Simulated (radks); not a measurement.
# Fractional charge and spin in the 4s shell of bromine

An exercise on one series of results from a longer session: the logs are not shown, and one member is left open.

The numbers are computed with radks (a radial shooting solver on a logarithmic mesh, Libxc functionals) version 1 (scalar-relativistic Kohn-Sham, r2SCAN, spin-polarised, spherical densities, finite nucleus), except any that are marked as measured or tabulated.

## The system

```
element            : bromine (Z = 35)
configuration      : [Ar] 3d10 4p(up 2.5, down 2.5) 4s(up 1, down 1)
nuclear rms radius : 4.1629 fm
```

A shell typed twice in an input gives spin up, then spin down.

The first run:

Input:

```text
Z 35
configuration [Ar] 3d10 4p2.5 4p2.5 4s1 4s1
relativity scalar-relativistic
functional r2scan,r2scan
spin polarised
nucleus finite rms 4.1629 fm
c 137.035999084
```

Among the steps run: 4s: up 1, down 1.

One table of the session follows, with a row left open; its other results are not shown here.

It belongs to the step «4s: up 1, down 1». Sizes of the orbitals, from the radial functions (bohr):

| level | <r> | outermost maximum (interpolated) | 90 % within | nodes |
| --- | --- | --- | --- | --- |
| 1s | 0.04275 | 0.0279 | 0.0765 | 0 |
| 2s | ? | ? | ? | ? |
| 2p | 0.1654 | 0.127 | 0.270 | 0 |
| 3s | 0.5502 | 0.483 | 0.819 | 2 |
| 3p | 0.5633 | 0.481 | 0.859 | 1 |
| 3d | 0.5901 | 0.433 | 0.971 | 0 |
| 4s | 1.687 | 1.42 | 2.52 | 3 |
| 4p | 2.092 | 1.67 | 3.23 | 2 |

Estimate the missing values for 2s.

As computed: <r>: 0.1893; outermost maximum (interpolated): 0.159; 90 % within: 0.293; nodes: 1. In the column «<r>» it lies between 2p (0.1654) and 3s (0.5502).
